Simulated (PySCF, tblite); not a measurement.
**CH₅B₂Cl₄Ga: geometry, infrared bands and NMR shifts**

Aim: predict the infrared bands and NMR shifts of CH₅B₂Cl₄Ga (`ClB(Cl)C[BH-]1[Cl+][GaH2-][Cl+]1`).

Programs: tblite 0.8.0 and PySCF 2.14.0, with density-fitted response routines of our own. Each step states its level of theory. These are calculated values for one molecule in the gas phase, unless marked as measured. Atoms count from 0, in the outputs and in this text.

## Step 1: The molecule as given

13 atoms, charge 0, multiplicity 1; geometry from: force field or distance geometry start.

Bonds of the start (Å): Cl0–B1 1.86, B1–Cl2 1.82, B1–C3 1.59, C3–B4 1.56, B4–Cl5 1.84, Cl5–Ga6 2.21, Ga6–Cl7 2.21, Cl7–B4 1.86, C3–H8 1.10, C3–H9 1.11, B4–H10 1.21, Ga6–H11 1.59, Ga6–H12 1.57.

## Step 2: Geometry optimisation with GFN2-xTB

Job settings and geometry (Å):

```
{"job": {"kind": "relax", "xc": "GFN2-xTB", "basis": "xTB"}, "charge": 0, "multiplicity": 1}
Cl    -0.978800    -2.460800    -1.131300
B     -2.092500    -1.078100    -0.583500
Cl    -3.737600    -0.855300    -1.323600
C     -1.498200     0.137100     0.253100
B     -0.026800     0.384100    -0.215900
Cl     1.087200     1.291400     0.938100
Ga     2.757700     0.458800    -0.254500
Cl     1.156000    -1.045900    -0.069000
H     -2.103900     1.030800     0.024300
H     -1.621600    -0.040600     1.344800
H      0.093000     0.843700    -1.327600
H      4.090600     0.139300     0.545800
H      2.870500     1.195800    -1.639400
```

Command:

```
OMP_NUM_THREADS=1 python probes_run.py task.json out
```

One launch serves the whole session: the jobs run in the order shown.

**Question.** This job is followed by: GFN2-xTB harmonic vibrations, gas phase; GIAO PBE0/pcSseg-1 NMR shielding, non-relativistic, gas phase. Predict these results of the whole session: strongest single infrared mode (GFN2-xTB); zero-point energy (GFN2-xTB); ¹³C shifts against TMS (PBE0/pcSseg-1); ¹H shifts against TMS (PBE0/pcSseg-1, means over atoms taken as alike); ³⁵Cl shifts against HCl (PBE0/pcSseg-1, means over atoms taken as alike); ¹¹B shifts against BF3·OEt2 (PBE0/pcSseg-1); shieldings of Ga (PBE0/pcSseg-1).

**Answer**, as computed:

| quantity | value |
| --- | --- |
| strongest single infrared mode (GFN2-xTB) | 682 cm⁻¹, 410 km/mol |
| zero-point energy (GFN2-xTB) | 38.5 kcal/mol |
| ¹³C shifts against TMS (PBE0/pcSseg-1) | 40.9 ppm |
| ¹H shifts against TMS (PBE0/pcSseg-1, means over atoms taken as alike) | 5.69, 5.46, 4.25, 1.81 ppm |
| ³⁵Cl shifts against HCl (PBE0/pcSseg-1, means over atoms taken as alike) | 288, 53 ppm |
| ¹¹B shifts against BF3·OEt2 (PBE0/pcSseg-1) | 62.1, 4.4 ppm |
| shieldings of Ga (PBE0/pcSseg-1) | Ga6 1422.0 ppm |

**Reading.** Over 112 steps the energy fell by 1.318 eV; of the close pairs, Cl0–B1 changed most, 1.858 to 1.722 Å. All 33 modes are real, so the xTB geometry is a minimum. The strongest single mode, at 682 cm⁻¹, moves mainly H11 and H12. GFN2-xTB is a fitted tight-binding method: band positions and strengths are rough. Its intensities can rank the bands wrongly. Spin-orbit coupling is left out, which matters for shieldings and couplings at and beside the heavy atoms.
